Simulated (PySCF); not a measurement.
# C3H9BBrOP: magnetic properties

Wanted: magnetic properties for C3H9BBrOP (`CC(C)OB(P)Br`).

Computed with PySCF 2.14.0 and routines of our own; the level stands in each step. Atoms count from 0.

### Step 1. The starting structure

16 atoms, charge 0, multiplicity 1; geometry from: GFN2-xTB.

### Step 2. Magnetic properties: GIAO B3LYP/pcSseg-1

The job: settings as JSON, then the geometry in Å.

```
{"job": {"kind": "mag", "xc": "B3LYP", "basis": "pcSseg-1", "isotopologues": 2}, "charge": 0, "multiplicity": 1}
C     -1.181450     0.426633     1.551465
C     -0.790356    -0.298546     0.268459
C     -1.727916     0.033354    -0.885779
O      0.527710     0.111721    -0.101717
B      1.658340    -0.548129    -0.046235
P      3.218235     0.289828    -0.779504
Br     1.774319    -2.352384     0.588310
H     -2.174666     0.113855     1.860172
H     -0.479222     0.192256     2.348948
H     -1.180452     1.501646     1.386581
H     -0.790276    -1.383395     0.446421
H     -2.742688    -0.255699    -0.628179
H     -1.425972    -0.501052    -1.783682
H     -1.700942     1.100827    -1.090920
H      2.935574     1.569649    -0.347367
H      4.072163     0.008378     0.271548
```

With the program's defaults for keys left out, this is: GIAO B3LYP/pcSseg-1 magnetisability, rotational g tensor and spin-rotation constants, non-relativistic, gas phase.

The run is started by

```console
OMP_NUM_THREADS=1 python excited_run.py task.json out
```

This one command runs all jobs of the session in turn.

Log:

```text
coarse grid: 61896 points
cycle   1  E = -3135.0552696435  dE = -4.995e-01  |g| = 9.954e-01  |ddm| = 3.507e+00
cycle   2  E = -3134.8669980603  dE =  1.883e-01  |g| = 1.274e+00  |ddm| = 1.363e+00
cycle   3  E = -3135.1345588465  dE = -2.676e-01  |g| = 3.688e-01  |ddm| = 1.154e+00
cycle   4  E = -3135.1580638271  dE = -2.350e-02  |g| = 7.438e-02  |ddm| = 2.849e-01
cycle   5  E = -3135.1591663046  dE = -1.102e-03  |g| = 2.154e-02  |ddm| = 6.748e-02
cycle   6  E = -3135.1592696826  dE = -1.034e-04  |g| = 4.497e-03  |ddm| = 2.071e-02
cycle   7  E = -3135.1592735417  dE = -3.859e-06  |g| = 1.725e-03  |ddm| = 6.254e-03
final grid: 129392 points
cycle   8  E = -3135.1593062002  dE =  9.438e-07  |g| = 2.578e-03  |ddm| = 4.922e-03
cycle   9  E = -3135.1593039448  dE =  2.255e-06  |g| = 3.859e-03  |ddm| = 6.639e-03
cycle  10  E = -3135.1593080951  dE = -4.150e-06  |g| = 1.865e-04  |ddm| = 3.971e-03
cycle  11  E = -3135.1593081014  dE = -6.378e-09  |g| = 4.816e-05  |ddm| = 1.561e-04
cycle  12  E = -3135.1593081019  dE = -4.184e-10  |g| = 9.529e-06  |ddm| = 4.100e-05
converged SCF energy = -3135.1593081019

Magnetisability tensor (1e-30 J/T^2)
    -1660.49      -69.86      -19.68
      -69.86    -1651.37      -20.37
      -19.68      -20.37    -1720.55
isotropic -1677.47   principal values   -1751.66  -1694.84  -1585.91
isotropic susceptibility -101.019 1e-6 cm^3/mol

Inertial axes            a          b          c
rot. const./GHz      1.5217     0.9245     0.6553
chi total           -96.691   -101.597   -104.771
chi diamagnetic    -858.103  -1423.755  -1868.929
chi paramagnetic    761.413   1322.159   1764.157
quadrupole/D A        4.533     -4.181     -0.352
g nuclear            0.5309     0.5704     0.5407
g electronic        -0.5443    -0.5742    -0.5431
g total             -0.0134    -0.0038    -0.0024

Spin-rotation constants (kHz, H = +C I.J)
atom  isotope        aa         bb         cc
  4    11B        0.547      0.303      0.135
  5    31P        1.671      0.840      0.777
  6   79Br        3.256      0.684      0.533
  7     1H       -0.064     -0.048     -0.074
  8     1H       -0.077     -0.102     -0.024
  9     1H       -0.136     -0.006     -0.067
 10     1H       -0.108      0.033     -0.062
 11     1H       -0.051     -0.053     -0.075
 12     1H       -0.119     -0.110      0.000
 13     1H       -0.135      0.002     -0.072
 14     1H       -0.103     -0.058     -0.043
 15     1H       -0.077     -0.100     -0.026
  0    13C*       0.256      0.164      0.092
  1    13C*       0.352      0.211      0.167
  3    17O*      -0.487     -0.325     -0.064
* in the singly substituted isotopologue

Isotopologues: g along a, b, c
2H    at 7,8,9,10,11,12    -0.0121    -0.0035    -0.0023
13C   at 0                 -0.0134    -0.0038    -0.0024
```

Wall time 40 s (1 thread of Arm Neoverse V1, shared host); peak memory 1 GiB.

In short:

| quantity | value |
| --- | --- |
| magnetisability | -1677·10⁻³⁰ J/T² |
| molar susceptibility | -101.0·10⁻⁶ cm³/mol |
| rotational g (a, b, c) | -0.0134, -0.0038, -0.0024 |

### Step 3. Magnetic properties: GIAO CAM-B3LYP/6-31G in dichloromethane

The job, as its differences from that of step 2:

```diff
@@ -1,2 +1,2 @@
-{"job": {"kind": "mag", "xc": "B3LYP", "basis": "pcSseg-1", "isotopologues": 2}, "charge": 0, "multiplicity": 1}
+{"job": {"kind": "mag", "xc": "CAM-B3LYP", "basis": "6-31G", "solvent": "dichloromethane"}, "charge": 0, "multiplicity": 1}
 C     -1.181450     0.426633     1.551465
```

With the program's defaults for keys left out, this is: GIAO CAM-B3LYP/6-31G magnetisability, non-relativistic, IEF-PCM dichloromethane.

Log:

```text
coarse grid: 61896 points
cycle   1  E = -3134.8302653920  dE = -8.017e-02  |g| = 6.373e-01  |ddm| = 3.582e+00
cycle   2  E = -3134.7970541860  dE =  3.321e-02  |g| = 8.233e-01  |ddm| = 1.162e+00
cycle   3  E = -3134.9212682252  dE = -1.242e-01  |g| = 8.903e-02  |ddm| = 6.234e-01
cycle   4  E = -3134.9229008934  dE = -1.633e-03  |g| = 2.710e-02  |ddm| = 1.153e-01
cycle   5  E = -3134.9230701959  dE = -1.693e-04  |g| = 2.572e-03  |ddm| = 3.626e-02
cycle   6  E = -3134.9230737330  dE = -3.537e-06  |g| = 9.363e-04  |ddm| = 8.920e-03
final grid: 129392 points
cycle   7  E = -3134.9230932023  dE = -2.789e-07  |g| = 6.796e-04  |ddm| = 2.726e-03
cycle   8  E = -3134.9230932572  dE = -5.493e-08  |g| = 5.394e-04  |ddm| = 1.370e-03
cycle   9  E = -3134.9230933109  dE = -5.368e-08  |g| = 3.766e-05  |ddm| = 4.912e-04
cycle  10  E = -3134.9230933116  dE = -7.417e-10  |g| = 3.097e-05  |ddm| = 1.042e-04
converged SCF energy = -3134.9230933116

Magnetisability tensor (1e-30 J/T^2)
    -1705.29      -71.09      -14.68
      -71.09    -1691.23      -18.79
      -14.68      -18.79    -1771.99
isotropic -1722.83   principal values   -1794.42  -1747.39  -1626.70
isotropic susceptibility -103.752 1e-6 cm^3/mol

Inertial axes            a          b          c
rot. const./GHz      1.5217     0.9245     0.6553
chi total           -99.292   -104.373   -107.589
chi diamagnetic    -858.967  -1422.387  -1869.363
chi paramagnetic    759.675   1318.013   1761.774
quadrupole/D A        6.039     -6.465      0.426
```

Wall time 29 s (1 thread of Arm Neoverse V1, shared host); peak memory 0.85 GiB.

In short:

| quantity | value |
| --- | --- |
| magnetisability | -1723·10⁻³⁰ J/T² |
| molar susceptibility | -103.8·10⁻⁶ cm³/mol |

### Step 4. Magnetic properties: GIAO B97-2/3-21G

The job: settings as JSON, then the geometry in Å.

```
{"job": {"kind": "mag", "xc": "B97-2", "basis": "3-21G", "scf": {"max_cycle": 53}}, "charge": 0, "multiplicity": 1}
C     -1.535885     0.554623     2.016905
C     -1.027463    -0.388110     0.348997
C     -2.246291     0.043360    -1.151513
O      0.686023     0.145237    -0.132232
B      2.155842    -0.712568    -0.060106
P      4.183706     0.376776    -1.013355
Br     2.306615    -3.058099     0.764803
H     -2.827066     0.148012     2.418224
H     -0.622989     0.249933     3.053632
H     -1.534588     1.952140     1.802555
H     -1.027359    -1.798414     0.580347
H     -3.565494    -0.332409    -0.816633
H     -1.853764    -0.651368    -2.318787
H     -2.211225     1.431075    -1.418196
H      3.816246     2.040544    -0.451577
H      5.293812     0.010891     0.353012
```

Level: GIAO B97-2/3-21G magnetisability, rotational g tensor and spin-rotation constants, non-relativistic, gas phase.

Log:

```text
final grid: 129392 points
cycle   1  E = -3119.8532858764  dE = -4.251e+00  |g| = 9.025e-01  |ddm| = 3.028e+00
cycle   2  E = -3117.2431173813  dE =  2.610e+00  |g| = 2.953e+00  |ddm| = 3.121e+00
cycle   3  E = -3120.0162382385  dE = -2.773e+00  |g| = 4.642e-01  |ddm| = 2.661e+00
cycle   4  E = -3120.0762636122  dE = -6.003e-02  |g| = 2.063e-01  |ddm| = 8.489e-01
cycle   5  E = -3120.0917905797  dE = -1.553e-02  |g| = 6.368e-02  |ddm| = 3.238e-01
cycle   6  E = -3120.0934714432  dE = -1.681e-03  |g| = 1.985e-02  |ddm| = 1.035e-01
cycle   7  E = -3120.0935807489  dE = -1.093e-04  |g| = 7.078e-03  |ddm| = 2.233e-02
cycle   8  E = -3120.0935984131  dE = -1.766e-05  |g| = 1.321e-03  |ddm| = 9.170e-03
cycle   9  E = -3120.0935987791  dE = -3.660e-07  |g| = 9.388e-04  |ddm| = 2.302e-03
cycle  10  E = -3120.0935990365  dE = -2.574e-07  |g| = 2.904e-04  |ddm| = 1.189e-03
cycle  11  E = -3120.0935990655  dE = -2.902e-08  |g| = 1.025e-04  |ddm| = 4.036e-04
cycle  12  E = -3120.0935990699  dE = -4.370e-09  |g| = 2.143e-05  |ddm| = 1.600e-04
cycle  13  E = -3120.0935990699  dE = -1.410e-11  |g| = 2.304e-05  |ddm| = 6.713e-05
converged SCF energy = -3120.0935990699

Magnetisability tensor (1e-30 J/T^2)
    -1618.31      -39.71        1.33
      -39.71    -1622.84       -1.39
        1.33       -1.39    -1711.76
isotropic -1650.97   principal values   -1711.78  -1660.35  -1580.78
isotropic susceptibility -99.424 1e-6 cm^3/mol

Inertial axes            a          b          c
rot. const./GHz      0.9004     0.5470     0.3878
chi total           -95.701   -100.095   -102.475
chi diamagnetic   -1369.653  -2324.068  -3074.715
chi paramagnetic   1273.951   2223.973   2972.239
quadrupole/D A       10.361     -6.975     -3.386
g nuclear            0.5309     0.5704     0.5407
g electronic        -0.5389    -0.5715    -0.5414
g total             -0.0080    -0.0011    -0.0007

Spin-rotation constants (kHz, H = +C I.J)
atom  isotope        aa         bb         cc
  4    11B        0.262      0.185      0.102
  5    31P        1.579      0.833      0.664
  6   79Br        3.799      0.601      1.363
  7     1H       -0.014     -0.011     -0.024
  8     1H       -0.018     -0.031     -0.005
  9     1H       -0.042      0.006     -0.021
 10     1H       -0.029      0.019     -0.019
 11     1H       -0.011     -0.012     -0.025
 12     1H       -0.035     -0.034      0.004
 13     1H       -0.043      0.008     -0.022
 14     1H       -0.031     -0.017     -0.013
 15     1H       -0.020     -0.032     -0.007
  0    13C*       0.233      0.152      0.084
  1    13C*       0.332      0.216      0.153
  3    17O*      -0.438     -0.365     -0.161
* in the singly substituted isotopologue
```

It took 17 s on 1 thread of Arm Neoverse V1, shared host; peak memory 0.7 GiB.

A normal end doesn't make this result sound: all coordinates were scaled by 1.3.

### Step 5. Outcome

| quantity | value |
| --- | --- |
| magnetisability (step 2, GIAO B3LYP/pcSseg-1) | -1677·10⁻³⁰ J/T² |
| molar susceptibility (step 2, GIAO B3LYP/pcSseg-1) | -101.0·10⁻⁶ cm³/mol |
| rotational g (a, b, c) (step 2, GIAO B3LYP/pcSseg-1) | -0.0134, -0.0038, -0.0024 |
| runs | 0 failed, 1 ended on unsound input |

What this shows: Steps that list no spin-orbit terms leave them out, which matters at and beside the heavy atoms. Vibrational averaging and real surroundings are missing from these values.
